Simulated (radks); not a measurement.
# Valence configurations of Au

NIST gives [Xe] 4f14 5d10 6s1 as the ground configuration of Au. Does this level of theory agree? Several fillings of the valence shells are run.

Method: Dirac Kohn-Sham, PBE, spin-unpolarised, spherical densities, finite nucleus; open shells fill j = l - 1/2 first. Code: radks (a radial shooting solver on a logarithmic mesh, Libxc functionals) version 1.

**1. The system**

```
element            : gold (Z = 79)
charge             : 0
electrons          : 79
configuration      : [Xe] 4f14 5d10 6s1
nuclear rms radius : 5.4371 fm
others tried       : 4f14 5d10 6s0.5 6p0.5; 4f13 5d10 6s2; 4f14 5d9 6s2; 4f13 5d10 6s1 6p1; 4f14 5d9 6s1 6p1; 4f13.5 5d9.5 6s2; 4f14 5d10 6p1; 4f12 5d10 6s1 6p2; 4f14 5d9 6p2
```

**2. [Xe] 4f14 5d10 6s1**

Settings of this run:

```text
Z 79
configuration [Xe] 4f14 5d10 6s1
relativity Dirac
functional pbe,pbe
spin unpolarised
j_filling energy
nucleus finite rms 5.4371 fm
c 137.035999084
```

**3. [Xe] 4f14 5d10 6s0.5 6p0.5**

Settings, as their differences from step 2:

```diff
@@ -1,3 +1,3 @@
 Z 79
-configuration [Xe] 4f14 5d10 6s1
+configuration [Xe] 4f14 5d10 6s0.5 6p0.5
 relativity Dirac
```

**4. [Xe] 4f13 5d10 6s2**

Settings, as their differences from step 3:

```diff
@@ -1,3 +1,3 @@
 Z 79
-configuration [Xe] 4f14 5d10 6s0.5 6p0.5
+configuration [Xe] 4f13 5d10 6s2
 relativity Dirac
```

**5. [Xe] 4f14 5d9 6s2**

Settings, as their differences from step 4:

```diff
@@ -1,3 +1,3 @@
 Z 79
-configuration [Xe] 4f13 5d10 6s2
+configuration [Xe] 4f14 5d9 6s2
 relativity Dirac
```

**6. [Xe] 4f13 5d10 6s1 6p1**

Settings, as their differences from step 5:

```diff
@@ -1,3 +1,3 @@
 Z 79
-configuration [Xe] 4f14 5d9 6s2
+configuration [Xe] 4f13 5d10 6s1 6p1
 relativity Dirac
```

**7. [Xe] 4f14 5d9 6s1 6p1**

Settings, as their differences from step 6:

```diff
@@ -1,3 +1,3 @@
 Z 79
-configuration [Xe] 4f13 5d10 6s1 6p1
+configuration [Xe] 4f14 5d9 6s1 6p1
 relativity Dirac
```

**8. [Xe] 4f13.5 5d9.5 6s2**

Settings, as their differences from step 7:

```diff
@@ -1,3 +1,3 @@
 Z 79
-configuration [Xe] 4f14 5d9 6s1 6p1
+configuration [Xe] 4f13.5 5d9.5 6s2
 relativity Dirac
```

**9. [Xe] 4f14 5d10 6p1**

Settings, as their differences from step 8:

```diff
@@ -1,3 +1,3 @@
 Z 79
-configuration [Xe] 4f13.5 5d9.5 6s2
+configuration [Xe] 4f14 5d10 6p1
 relativity Dirac
```

**10. [Xe] 4f12 5d10 6s1 6p2**

Settings, as their differences from step 9:

```diff
@@ -1,3 +1,3 @@
 Z 79
-configuration [Xe] 4f14 5d10 6p1
+configuration [Xe] 4f12 5d10 6s1 6p2
 relativity Dirac
```

**11. [Xe] 4f14 5d9 6p2**

Settings, as their differences from step 10:

```diff
@@ -1,3 +1,3 @@
 Z 79
-configuration [Xe] 4f12 5d10 6s1 6p2
+configuration [Xe] 4f14 5d9 6p2
 relativity Dirac
```

Q: Predict the outcome of this session. Wanted: for each run, valence; E − E(NIST configuration); highest level; its energy; 1s shift.

**Answer**, as computed:

```
              valence  E − E(NIST configuration) (eV)  highest level  its energy (eV)  1s shift (eV)
        4f14 5d10 6s1                           0.000          6s1/2           -5.775          +0.00
         4f14 5d9 6s2                           1.074          6s1/2           -6.656          -2.80
4f14 5d10 6s0.5 6p0.5                           2.346          6p1/2           -1.647          -0.91
        4f14 5d10 6p1                           4.779          6p1/2           -2.040          -1.72
     4f14 5d9 6s1 6p1                           6.290          6p1/2           -2.406          -4.46
         4f14 5d9 6p2                          11.780          6p1/2           -3.070          -5.89
     4f13.5 5d9.5 6s2                          39.282          6s1/2           -6.669          -8.78
        4f13 5d10 6s2                          80.086          6s1/2           -6.680         -14.86
    4f13 5d10 6s1 6p1                          85.379          6p1/2           -2.387         -16.58
    4f12 5d10 6s1 6p2                          186.04          6p1/2           -3.471         -34.00
```

The NIST configuration is the lowest of those tried, 1.074 eV under 4f14 5d9 6s2. The energies are those of spherical spin-averaged densities, not of single terms. The 1s eigenvalue shifts by up to 34.00 eV as the valence charge is rearranged.
